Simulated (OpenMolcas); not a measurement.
**Re⁶⁺ among point charges: CASSCF and CASPT2 levels and susceptibility**

Aim: the splitting of the states of Re⁶⁺ in the field of 5 point charges, its lowest levels with spin-orbit coupling and its magnetic susceptibility.

The numbers are computed with OpenMolcas 26.06 (state-averaged CASSCF and CASPT2, spin-orbit coupling by RASSI with atomic mean-field integrals), except any that are marked as measured or tabulated.

### 1 The system

```
Species                           : Re⁶⁺ (rhenium, Z = 75, 69 electrons)
Basis                             : ANO-RCC-VDZP [7s6p4d2f1g], 68 functions
Scalar Hamiltonian                : DKH2, point nucleus
Inactive shells                   : 1s 2s 2p 3s 3p 3d 4s 4p 4d 4f 5s 5p
Active space                      : 1 electron in 5 orbitals (5d)
Some configurations of this space : 5d
Orbitals                          : optimised for each spin and parity, averaged over all roots
```

The outer shells:

5d
```
5d [↑ ][  ][  ][  ][  ]
```

The ion sits among 5 point charges of -2 e arranged as a trigonal bipyramid (D3h), 2.16 Å from the ion, with the axial distance 2.333 Å.

Each step is its own input file, run in one work folder so that later steps find the files of earlier ones. Labels, J, g values, rates, χT and fits are worked out afterwards by a script from the matrices that RASSI stores.

### 2 One- and two-electron integrals

a.inp

```
&GATEWAY
Coord
1

Re 0.0 0.0 0.0
Basis=ANO-RCC-VDZP
Group=NoSym
NoMove
AngMom=0.0 0.0 0.0
AMFI
XField
5 Angstrom 0
2.160000 0.000000 0.000000 -2.000000
-1.080000 1.870615 0.000000 -2.000000
-1.080000 -1.870615 0.000000 -2.000000
0.000000 0.000000 2.332800 -2.000000
0.000000 0.000000 -2.332800 -2.000000
&SEWARD
```

### 3 Reference wave functions, doublets, 5 roots

a.inp

```
&RASSCF
FileOrb=start.orb
Symmetry=1
Spin=2
nActEl=1 0 0
Inactive=34
Ras2=5
CIRoot=5 5 1
SDav=5
CIMx=300
Iter=120 100
PrWF=0.3
OrbListing=Nothing
MaxOrb=0
>>> COPY $Project.JobIph JOB001
```

start.orb holds the contracted functions of the basis, ordered by shell, or the orbitals of the step before.

### 4 RASSI: spin-orbit coupling between the states

a.inp

```
&RASSI
NrOfJobIphs=1 5
1 2 3 4 5
IphNames
JOB001
EJob
SpinOrbit
DIPRint=1.0
SOCoupling=1000.0
Subsets=2
Property=9
'ANGMOM' 1 'ANGMOM' 2 'ANGMOM' 3 'MLTPL  1' 1 'MLTPL  1' 2 'MLTPL  1' 3
'AMFI' 1 'AMFI' 2 'AMFI' 3
SOProperty=3
'ANGMOM' 1 'ANGMOM' 2 'ANGMOM' 3
```

### 5 CASPT2: IPEA 0.25, imaginary shift 0.1 (closed shells correlated: 4f 5s 5p)

a.inp

```
>>> COPY JOB001 $Project.JobIph
&CASPT2
Multistate=5 1 2 3 4 5
NoMult
Frozen=23
IPEA=0.25
Imaginary=0.1
MaxIter=60
WThr=0.0 0.3 0.05
PrWF=0.5
NoMix
```

(Steps that only read results are left out.)

**Question.** What will these runs give? Wanted: spin-free ground state; first state of the same spin within the active space; lowest level; next level.

**Answer**, as computed:

| quantity | value |
| --- | --- |
| method | SS-CASPT2, IPEA 0.25, imaginary shift 0.1 (closed shells correlated: 4f 5s 5p) |
| spin-free ground state | 2E, 2-fold in its orbital part |
| first state of the same spin within the active space | 2E at 1490 cm⁻¹ |
| lowest level | 2-fold E3/2, g = 0.00, 0.00, 2.48 |
| next level | 307.3 cm⁻¹ |
| χT at 300 K | 0.27 cm³ K/mol |
| effective moment at 300 K | 1.48 μB |

Cost by method:

```
                                                 method  time of its own steps  time with the reference
                                              A. CASSCF                  1.5 s                    1.5 s
B. SS-CASPT2, IPEA 0.25, imaginary shift 0.1, +4f 5s 5p                  1.2 s                    2.6 s
```

Times are of one thread on a shared host.

**Reading.** The spin-free ground state (2E) comes to 100 % from free-ion D terms and keeps the highest spin of the shell. χT at 300 K is 0.27, against 0.38 cm³ K/mol for the spin alone, so orbital moment lowers it. CASPT2 does not keep the components of a term degenerate, and the means are used. The field of point charges can differ much from that of real complexes. This is an electrostatic model: the charges have no orbitals.
